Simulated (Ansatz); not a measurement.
# GeW3: the cost of one run

Program: Ansatz 0.2.0. Level of theory: DFT PBE, scalar-relativistic, plane waves, PAW. These are calculated values, not measurements.

## (1) The system as given

Symmetry: Fm-3m, No. 225, cubic system. Conventional cell: a = 6.753 Å, b = 6.753 Å, c = 6.753 Å, α = 90.00°, β = 90.00°, γ = 90.00°. Ge (site symmetry m-3m) is surrounded by 8 W at 2.92 Å. Around W (site symmetry -43m) lie 4 Ge at 2.92 Å and 4 W at 2.92 Å. W (site symmetry m-3m) is surrounded by 8 W at 2.92 Å.

Structure file:

```cif
data_structure
_symmetry_space_group_name_H-M 'Fm-3m'
_symmetry_Int_Tables_number 225
_cell_length_a 6.7526
_cell_length_b 6.7526
_cell_length_c 6.7526
_cell_angle_alpha 90.000
_cell_angle_beta 90.000
_cell_angle_gamma 90.000
_cell_volume 307.90
loop_
_atom_site_label
_atom_site_type_symbol
_atom_site_symmetry_multiplicity
_atom_site_Wyckoff_symbol
_atom_site_fract_x
_atom_site_fract_y
_atom_site_fract_z
_atom_site_occupancy
Ge1 Ge 4 a 0.00000 0.00000 0.00000 1
W1 W 8 c 0.25000 0.75000 0.75000 1
W2 W 4 b 0.50000 0.00000 0.00000 1
```

The cell is invented: random cell by space group and Wyckoff sites (Fm-3m, No. 225). Its size is a rough estimate.

## (2) Probe: one point on a coarse mesh

input.yaml

```yaml
crystal:
  lattice:
    - [0.0, 3.37630193, 3.37630193]
    - [3.37630193, 0.0, 3.37630193]
    - [3.37630193, 3.37630193, 0.0]
  atoms:
    - { symbol: Ge, position: [0.0, 0.0, 0.0] }
    - { symbol: W, position: [0.25, 0.25, 0.25] }
    - { symbol: W, position: [0.75, 0.75, 0.75] }
    - { symbol: W, position: [0.5, 0.5, 0.5] }
basis:
  ecutwfc: 420
kpoints:
  mp_grid: { grid: [4, 4, 4] }
hamiltonian:
  xc: pbe
scf:
  occupations: { method: gaussian, width: 0.1 }
  lower_state_search: "off"
output:
  forces: true
  stress: true
  eigenvalues: true
```

Run with:

```sh
$ ansatz run input.yaml --threads 1 --pin off --max-ram 2560MiB --backend cpu --events-out ev --progress --plain --runs-dir out
```

Q: Estimate wall time and peak memory on 1 thread of Intel Xeon at 2.50GHz (Skylake/Cascade Lake), shared host.

About 3.8 s, with a peak of 0.36 GiB.
